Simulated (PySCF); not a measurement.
# A diatomic session: PbO, part 2 of 2

PySCF 2.14.0; Pb cc-pVDZ-PP with ECP60, O cc-pVDZ; scalar-relativistic core potentials. The steps go on from the part before.

## Step 8: B97-3 (global hybrid GGA)

Log of the SCF at 1.934 Å:

```text
[... 13 set-up lines left out, the same as in an earlier log ...]
max_memory 909 MB (current use 271 MB)
[... 3 set-up lines left out, the same as in an earlier log ...]
XC functionals = HYB_GGA_XC_B97_3
    T. W. Keal and D. J. Tozer.,  J. Chem. Phys. 123, 121103 (2005)
[... 2 set-up lines left out, the same as in an earlier log ...]
init E= -268.075502836545
cycle= 1 E= -268.074603244649  delta_E= 0.0009  |g|= 0.0493  |ddm|= 0.103
cycle= 2 E= -268.051889112097  delta_E= 0.0227  |g|= 0.228  |ddm|= 0.292
cycle= 3 E= -268.075746559084  delta_E= -0.0239  |g|= 0.00194  |ddm|= 0.239
cycle= 4 E= -268.075747473711  delta_E= -9.15e-07  |g|= 0.0011  |ddm|= 0.00374
cycle= 5 E= -268.075748048492  delta_E= -5.75e-07  |g|= 0.00016  |ddm|= 0.00159
cycle= 6 E= -268.075748061606  delta_E= -1.31e-08  |g|= 2.21e-05  |ddm|= 0.000232
cycle= 7 E= -268.075748061853  delta_E= -2.48e-10  |g|= 4.75e-06  |ddm|= 2.35e-05
Extra cycle  E= -268.075748061673  delta_E= 1.8e-10  |g|= 2.03e-05  |ddm|= 2.83e-05
converged SCF energy = -268.075748061673  <S^2> = -7.1054274e-15  2S+1 = 1
```

Re = 1.937 Å, ωe = 768 cm⁻¹, ωexe = 2.59 cm⁻¹, αe = 0.00146 cm⁻¹, Be = 0.3025 cm⁻¹, De = 4.45 eV, μ = -4.42 D. 5.8 s of CPU time for 12 points, integrals apart.

## Step 9: MN15

Output of the SCF at 1.934 Å:

```text
[... 17 set-up lines left out, the same as in an earlier log ...]
XC functionals = MN15
    H. S. Yu, X. He, S. L. Li, and D. G. Truhlar.,  Chem. Sci. 7, 5032-5051 (2016)
    H. S. Yu, X. He, S. L. Li, and D. G. Truhlar.,  Chem. Sci. 7, 5032-5051 (2016)
[... 2 set-up lines left out, the same as in an earlier log ...]
init E= -267.603048233576
cycle= 1 E= -267.607206914135  delta_E= -0.00416  |g|= 0.0496  |ddm|= 0.199
cycle= 2 E= -267.600904156301  delta_E= 0.0063  |g|= 0.13  |ddm|= 0.238
cycle= 3 E= -267.607842485459  delta_E= -0.00694  |g|= 0.0313  |ddm|= 0.182
cycle= 4 E= -267.6082746711  delta_E= -0.000432  |g|= 0.00187  |ddm|= 0.0323
cycle= 5 E= -267.608276656035  delta_E= -1.98e-06  |g|= 0.000413  |ddm|= 0.00368
cycle= 6 E= -267.608276768766  delta_E= -1.13e-07  |g|= 0.000138  |ddm|= 0.000938
cycle= 7 E= -267.60827678304  delta_E= -1.43e-08  |g|= 1e-05  |ddm|= 0.000396
cycle= 8 E= -267.608276783231  delta_E= -1.91e-10  |g|= 9.43e-06  |ddm|= 5.93e-05
Extra cycle  E= -267.608276782734  delta_E= 4.97e-10  |g|= 3.49e-05  |ddm|= 5.26e-05
converged SCF energy = -267.608276782734  <S^2> = -1.2434498e-14  2S+1 = 1
```

Re = 1.920 Å, ωe = 796 cm⁻¹, ωexe = 2.55 cm⁻¹, αe = 0.00143 cm⁻¹, Be = 0.3079 cm⁻¹, De = 4.32 eV, μ = -4.23 D.

## Step 10: M06 (hybrid meta-GGA)

The SCF at the reference distance, 1.934 Å, printed:

```text
[... 13 set-up lines left out, the same as in an earlier log ...]
max_memory 909 MB (current use 272 MB)
[... 3 set-up lines left out, the same as in an earlier log ...]
XC functionals = M06
    Y. Zhao and D. G. Truhlar.,  Theor. Chem. Acc. 120, 215 (2008)
    Y. Zhao and D. G. Truhlar.,  Theor. Chem. Acc. 120, 215 (2008)
[... 2 set-up lines left out, the same as in an earlier log ...]
init E= -268.064453436402
cycle= 1 E= -268.061519387897  delta_E= 0.00293  |g|=  0.1  |ddm|= 0.268
cycle= 2 E= -267.925278732764  delta_E= 0.136  |g|= 0.556  |ddm|= 0.658
cycle= 3 E= -268.066290901841  delta_E= -0.141  |g|= 0.00986  |ddm|= 0.551
cycle= 4 E= -268.066314219392  delta_E= -2.33e-05  |g|= 0.00568  |ddm|= 0.0132
cycle= 5 E= -268.066328344425  delta_E= -1.41e-05  |g|= 0.00165  |ddm|= 0.00647
cycle= 6 E= -268.066329654796  delta_E= -1.31e-06  |g|= 0.000189  |ddm|= 0.00232
cycle= 7 E= -268.066329676209  delta_E= -2.14e-08  |g|= 2.22e-05  |ddm|= 0.00029
cycle= 8 E= -268.066329676471  delta_E= -2.62e-10  |g|= 4.41e-06  |ddm|= 3.15e-05
Extra cycle  E= -268.066329676324  delta_E= 1.46e-10  |g|= 1.84e-05  |ddm|= 2.62e-05
converged SCF energy = -268.066329676324  <S^2> = -1.2434498e-14  2S+1 = 1
```

Re = 1.940 Å, ωe = 764 cm⁻¹, ωexe = 2.66 cm⁻¹, αe = 0.00149 cm⁻¹, Be = 0.3017 cm⁻¹, De = 4.96 eV, μ = -4.50 D. 6.3 s of CPU time for 12 points, integrals apart.

## Step 11: HSE06 (range-separated hybrid)

Output of the SCF at 1.934 Å:

```text
[... 17 set-up lines left out, the same as in an earlier log ...]
XC functionals = HSE06
    J. Heyd, G. E. Scuseria, and M. Ernzerhof.,  J. Chem. Phys. 118, 8207 (2003)
    J. Heyd, G. E. Scuseria, and M. Ernzerhof.,  J. Chem. Phys. 124, 219906 (2006)
    A. V. Krukau, O. A. Vydrov, A. F. Izmaylov, and G. E. Scuseria.,  J. Chem. Phys. 125, 224106 (2006)
[... 2 set-up lines left out, the same as in an earlier log ...]
init E= -267.988469285098
cycle= 1 E= -267.988496442306  delta_E= -2.72e-05  |g|= 0.00138  |ddm|= 0.0276
cycle= 2 E= -267.988477147715  delta_E= 1.93e-05  |g|= 0.00644  |ddm|= 0.00882
cycle= 3 E= -267.988497449247  delta_E= -2.03e-05  |g|= 0.000897  |ddm|= 0.00619
cycle= 4 E= -267.988498092733  delta_E= -6.43e-07  |g|= 0.000118  |ddm|= 0.0012
cycle= 5 E= -267.98849809878  delta_E= -6.05e-09  |g|= 6.09e-05  |ddm|= 0.000311
cycle= 6 E= -267.988498100697  delta_E= -1.92e-09  |g|= 5.78e-06  |ddm|= 8.86e-05
cycle= 7 E= -267.988498100712  delta_E= -1.48e-11  |g|= 1.14e-06  |ddm|= 7.71e-06
Extra cycle  E= -267.988498100695  delta_E= 1.65e-11  |g|= 6.01e-06  |ddm|= 8.07e-06
converged SCF energy = -267.988498100695  <S^2> = -1.4210855e-14  2S+1 = 1
```

Re = 1.934 Å, ωe = 773 cm⁻¹, ωexe = 2.57 cm⁻¹, αe = 0.00145 cm⁻¹, Be = 0.3034 cm⁻¹, De = 4.30 eV, μ = -4.26 D.

## Step 12: RHF (mean field)

Log of the SCF at 1.934 Å:

```text
******** <class 'pyscf.scf.hf_symm.SymAdaptedRHF'> ********
method = SymAdaptedRHF
[... 12 set-up lines left out, the same as in an earlier log ...]
Overwritten attributes  get_j get_jk get_hcore get_occ get_k  of <class 'pyscf.scf.hf_symm.SymAdaptedRHF'>
<class 'pyscf.scf.hf_symm.SymAdaptedRHF'> does not have attributes  refdm
[... 1 set-up line left out, the same as in an earlier log ...]
init E= -266.61442281706
cycle= 1 E= -266.630364834012  delta_E= -0.0159  |g|= 0.108  |ddm|= 0.633
cycle= 2 E= -266.629297079245  delta_E= 0.00107  |g|= 0.133  |ddm|= 0.311
cycle= 3 E= -266.633341523899  delta_E= -0.00404  |g|= 0.0187  |ddm|= 0.168
cycle= 4 E= -266.633519781426  delta_E= -0.000178  |g|= 0.00544  |ddm|= 0.0573
cycle= 5 E= -266.633560607136  delta_E= -4.08e-05  |g|= 0.00252  |ddm|= 0.0296
cycle= 6 E= -266.633572767431  delta_E= -1.22e-05  |g|= 0.00069  |ddm|= 0.02
cycle= 7 E= -266.633573549696  delta_E= -7.82e-07  |g|= 6.38e-05  |ddm|= 0.00609
cycle= 8 E= -266.633573551675  delta_E= -1.98e-09  |g|= 9.4e-06  |ddm|= 0.000284
cycle= 9 E= -266.633573551707  delta_E= -3.2e-11  |g|= 8.69e-07  |ddm|= 3.11e-05
Extra cycle  E= -266.633573551707  delta_E= -1.14e-13  |g|= 4.21e-07  |ddm|= 3.62e-06
converged SCF energy = -266.633573551707
```

Re = 1.890 Å, ωe = 872 cm⁻¹, ωexe = 2.61 cm⁻¹, αe = 0.00134 cm⁻¹, Be = 0.3178 cm⁻¹, De = 0.282 eV, μ = -5.32 D.

## Step 13: MP2 and coupled cluster

Reference: RHF; core orbitals frozen: 5; virtual orbitals above 20 hartree dropped in coupled cluster: 1. MP2 keeps all virtuals, so it differs from the MP2 energy in the coupled-cluster log.

Log of the coupled-cluster run at 1.934 Å:

```text
******** <class 'pyscf.cc.ccsd.CCSD'> ********
CC2 = 0
CCSD nocc = 10, nmo = 31
frozen orbitals [0, 1, 2, 3, 4, 36]
max_cycle = 80
direct = 0
conv_tol = 1e-07
conv_tol_normt = 1e-05
diis_space = 8
diis_start_cycle = 0
diis_start_energy_diff = 1e+09
max_memory 909 MB (current use 273 MB)
Init t2, MP2 energy = -266.956738761082  E_corr(MP2) -0.323165209374687
Init E_corr(CCSD) = -0.323165209374775
cycle = 1  E_corr(CCSD) = -0.270472385746612  dE = 0.0526928236  norm(t1,t2) = 0.202323
cycle = 2  E_corr(CCSD) = -0.326093952332208  dE = -0.0556215666  norm(t1,t2) = 0.173415
cycle = 3  E_corr(CCSD) = -0.30761037112909  dE = 0.0184835812  norm(t1,t2) = 0.191722
cycle = 4  E_corr(CCSD) = -0.306821176103607  dE = 0.000789195025  norm(t1,t2) = 0.0265033
cycle = 5  E_corr(CCSD) = -0.308955508756222  dE = -0.00213433265  norm(t1,t2) = 0.0102713
cycle = 6  E_corr(CCSD) = -0.309188724554199  dE = -0.000233215798  norm(t1,t2) = 0.00353504
cycle = 7  E_corr(CCSD) = -0.309065190808256  dE = 0.000123533746  norm(t1,t2) = 0.00202929
cycle = 8  E_corr(CCSD) = -0.308972122599375  dE = 9.30682089e-05  norm(t1,t2) = 0.00121882
cycle = 9  E_corr(CCSD) = -0.308979145146097  dE = -7.02254672e-06  norm(t1,t2) = 0.000227373
cycle = 10  E_corr(CCSD) = -0.308984877243817  dE = -5.73209772e-06  norm(t1,t2) = 9.98588e-05
cycle = 11  E_corr(CCSD) = -0.308986523248705  dE = -1.64600489e-06  norm(t1,t2) = 1.108e-05
cycle = 12  E_corr(CCSD) = -0.308986088146044  dE = 4.35102661e-07  norm(t1,t2) = 4.60021e-06
cycle = 13  E_corr(CCSD) = -0.308986183562028  dE = -9.54159842e-08  norm(t1,t2) = 2.19817e-06
CCSD converged
E(CCSD) = -266.9425597352691  E_corr = -0.3089861835620284
CCSD(T) correction = -0.0215300345656619
```

Correlation energy (eV) along the bond:

| R (Å) | MP2 | SCS-MP2 | CCSD | CCSD(T) | T1 |
| --- | --- | --- | --- | --- | --- |
| 1.663 | -8.075 | -7.682 | n/a | n/a | n/a |
| 1.741 | -8.254 | -7.852 | -8.070 | -8.485 | 0.030 |
| 1.818 | -8.458 | -8.042 | -8.200 | -8.675 | 0.034 |
| 1.876 | -8.622 | -8.195 | -8.302 | -8.830 | 0.037 |
| 1.934 | -8.794 | -8.355 | -8.408 | -8.994 | 0.041 |
| 1.992 | -8.970 | -8.518 | -8.515 | -9.165 | 0.045 |
| 2.069 | -9.199 | -8.730 | -8.657 | -9.405 | 0.052 |
| 2.166 | -9.432 | -8.948 | -8.829 | -9.717 | 0.062 |
| 2.282 | -9.428 | -8.959 | -9.024 | -10.116 | 0.083 |
| 2.437 | -8.299 | -7.994 | n/a | n/a | n/a |

RHF-MP2: No constants are quoted: the points don't follow one smooth fit.

RHF-SCS-MP2: No constants are quoted: the points don't follow one smooth fit.

RHF-CCSD: Re = 1.939 Å, ωe = 771 cm⁻¹, ωexe = 2.58 cm⁻¹, αe = 0.00140 cm⁻¹, Be = 0.3017 cm⁻¹, De = 3.59 eV.

RHF-CCSD(T): Re = 1.978 Å, ωe = 678 cm⁻¹, ωexe = 4.18 cm⁻¹, αe = 0.00183 cm⁻¹, Be = 0.2901 cm⁻¹, De = 4.14 eV.

## Step 14: All curves

Energy (eV) from each level's lowest point:

| R (Å) | RHF | RHF-MP2 | RHF-SCS-MP2 | RHF-CCSD | RHF-CCSD(T) | PBE | r²SCAN | PBE0 | B97-3 | M06 | HSE06 | MN15 |
| --- | --- | --- | --- | --- | --- | --- | --- | --- | --- | --- | --- | --- |
| 1.663 | 1.537 | 2.251 | 2.191 | n/a | n/a | 2.140 | 1.988 | 1.850 | 1.909 | 1.945 | 1.877 | 1.739 |
| 1.741 | 0.582 | 1.116 | 1.067 | 0.887 | 1.081 | 1.031 | 0.913 | 0.818 | 0.858 | 0.879 | 0.837 | 0.741 |
| 1.818 | 0.116 | 0.447 | 0.410 | 0.290 | 0.424 | 0.385 | 0.309 | 0.253 | 0.277 | 0.288 | 0.265 | 0.208 |
| 1.876 | 0.000 | 0.166 | 0.141 | 0.072 | 0.154 | 0.124 | 0.082 | 0.055 | 0.066 | 0.071 | 0.060 | 0.033 |
| 1.934 | 0.034 | 0.028 | 0.015 | 0.000 | 0.024 | 0.007 | 0.000 | 0.000 | 0.000 | 0.000 | 0.000 | 0.000 |
| 1.992 | 0.182 | 0.000 | 0.000 | 0.041 | 0.000 | 0.000 | 0.029 | 0.055 | 0.045 | 0.040 | 0.050 | 0.077 |
| 2.069 | 0.507 | 0.097 | 0.114 | 0.224 | 0.086 | 0.117 | 0.194 | 0.255 | 0.230 | 0.219 | 0.243 | 0.304 |
| 2.166 | 1.046 | 0.403 | 0.435 | 0.591 | 0.313 | 0.402 | 0.536 | 0.641 | 0.599 | 0.580 | 0.620 | 0.723 |
| 2.282 | 1.781 | 1.141 | 1.159 | 1.131 | 0.649 | 0.860 | 1.061 | 1.217 | 1.155 | 1.125 | 1.187 | 1.337 |
| 2.437 | 2.684 | 3.173 | 3.026 | n/a | n/a | 1.554 | 1.836 | 2.060 | 1.972 | 1.925 | 2.017 | 2.226 |

The whole job (state search and all levels along the bond) took 1.4 min on 1 thread of Intel Xeon 6975P-C (shared host), peak memory 0.43 GiB.

## Step 15: What came out

This closing draws on all 2 parts.

Lowest PBE0 solution found, without spin–orbit coupling: ¹Σ⁺ (singlet), closed shell. State 2 has its PBE0 minimum 1.69 eV higher. The other levels ran on the lowest alone.

| level | Re (Å) | ωe (cm⁻¹) | De (eV) | μ (D) |
| --- | --- | --- | --- | --- |
| RHF | 1.890 | 872 | 0.282 | -5.32 |
| RHF-CCSD | 1.939 | 771 | 3.59 | n/a |
| RHF-CCSD(T) | 1.978 | 678 | 4.14 | n/a |
| PBE | 1.967 | 715 | 5.30 | -3.82 |
| r²SCAN | 1.946 | 753 | 4.64 | -4.08 |
| PBE0 | 1.931 | 777 | 4.27 | -4.28 |
| B97-3 | 1.937 | 768 | 4.45 | -4.42 |
| M06 | 1.940 | 764 | 4.96 | -4.50 |
| HSE06 | 1.934 | 773 | 4.30 | -4.26 |
| MN15 | 1.920 | 796 | 4.32 | -4.23 |
| measured | 1.921813 | 721.0 | n/a | n/a |

De is counted to Pb + O in their ground configurations. A positive dipole means Pb(−)O(+). No constants: RHF-MP2 (the points don't follow one smooth fit); RHF-SCS-MP2 (the points don't follow one smooth fit).

Measured values: Huber and Herzberg, Constants of Diatomic Molecules, 1979.

Differences from the measured constants:

| level | Re (mÅ) | ωe (%) |
| --- | --- | --- |
| RHF | -32 | +21.0 |
| RHF-CCSD | +18 | +7.0 |
| RHF-CCSD(T) | +56 | -5.9 |
| PBE | +45 | -0.8 |
| r²SCAN | +24 | +4.5 |
| PBE0 | +9 | +7.8 |
| B97-3 | +15 | +6.5 |
| M06 | +18 | +6.0 |
| HSE06 | +12 | +7.2 |
| MN15 | -2 | +10.4 |

Time per point (s) on 1 thread of Intel Xeon 6975P-C, shared host (CPU time, shared integrals of 0.086 s apart; correlated levels include their reference; CCSD comes with the CCSD(T) run); the times are rough: RHF 0.032, RHF-CCSD(T) 0.49, PBE 0.71, r²SCAN 1.1, PBE0 0.96, B97-3 0.49, M06 0.53, HSE06 0.65, MN15 0.55.

**Reading.** Judged by the measured constants: best bond length MN15 (-2 mÅ), worst RHF-CCSD(T) (+56 mÅ); best wavenumber PBE (-0.8 %), worst RHF (+21.0 %). Hartree–Fock makes the bond too short and too stiff against this reference, as it mostly does. PBE gives a bond that is too long and too soft, as GGAs tend to. In a basis this small the correlated methods are far from their limit, so the ranking is that of method and basis together. Among the levels with a De in the table, it runs from 0.282 eV (RHF) to 5.30 eV (PBE).

Correlated steps freeze 5 core orbitals. These are scalar-relativistic numbers at best; spin–orbit coupling would shift them, the dissociation energy most. T1 is 0.041 near the minimum (highest on the curve 0.083), which may point to more than one leading configuration.
